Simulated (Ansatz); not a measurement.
# ClH₂ISi, SMILES Cl[SiH2]I: a polarisability from point charges

Program: the Python package of Ansatz (0.2.0).

The script reads `clh2isi.xyz`:
```text
5

Cl   -1.66210    0.41810   -0.91220
Si   -0.02680    0.06960    0.16510
I     1.49090   -1.26210   -1.18500
H    -0.35330   -0.66350    1.38060
H     0.60120    1.36420    0.51010
```

`field_clh2isi.py`:
```python
"""Response of ClH2ISi to a pair of distant point charges."""

import ansatz
import numpy as np


def main() -> None:
    system = ansatz.Crystal.molecule_from_extxyz("clh2isi.xyz")

    setup = (
        system.calculation()
        .basis(gaussian="def2-SVPD")
        .correlation("MP2")
        .accuracy("medium")
        .forces()
    )
    # charges +q and -q at -R and +R make a nearly even field 2 k q / R^2 at the centre
    centre = np.mean([site.position_ang for site in system.cartesian_sites], axis=0)
    field = 2 * 14.399645 * 4.0 / 25.0 ** 2


    def dipole(axis, sign):
        arm = 25.0 * np.eye(3)[axis]
        pair = [{"charge": sign * 4.0, "position_ang": (centre - arm).tolist()}, {"charge": -sign * 4.0, "position_ang": (centre + arm).tolist()}]
        deck = setup.input().set(ansatz.key.basis.gaussian.point_charges, pair)
        return np.array(ansatz.Session.from_dict(deck).plan().execute().report["charge_distribution"]["dipole_moment_e_ang"])


    print(f"field {field:.4f} V/A")
    alpha = np.array([(dipole(axis, 1) - dipole(axis, -1)) / (2 * field) * 14.399645 for axis in range(3)])
    print("polarisability tensor (A^3)")
    print(np.array2string(alpha, precision=3, suppress_small=True))
    print(f"mean {np.trace(alpha) / 3:.3f} A^3 = {np.trace(alpha) / 3 / 0.14818471:.2f} bohr^3")


if __name__ == "__main__":
    main()
```

Output of `python field_clh2isi.py`:
```text
field 0.1843 V/A
polarisability tensor (A^3)
[[12.036 -1.712 -0.621]
 [-1.694 10.303  0.868]
 [-0.626  0.861 10.287]]
mean 10.875 A^3 = 73.39 bohr^3
```

Notes:
- The settings weren't tested for convergence.
- The geometry is a force-field or estimated start, not a minimum of this method, and the basis set is short of its limit. The field of two point charges is only nearly even.
- def2 sets replace the cores of elements past krypton by effective core potentials.
- It ran for 75 s on 1 thread of AMD EPYC 7571 (shared host), peak memory 0.33 GiB.
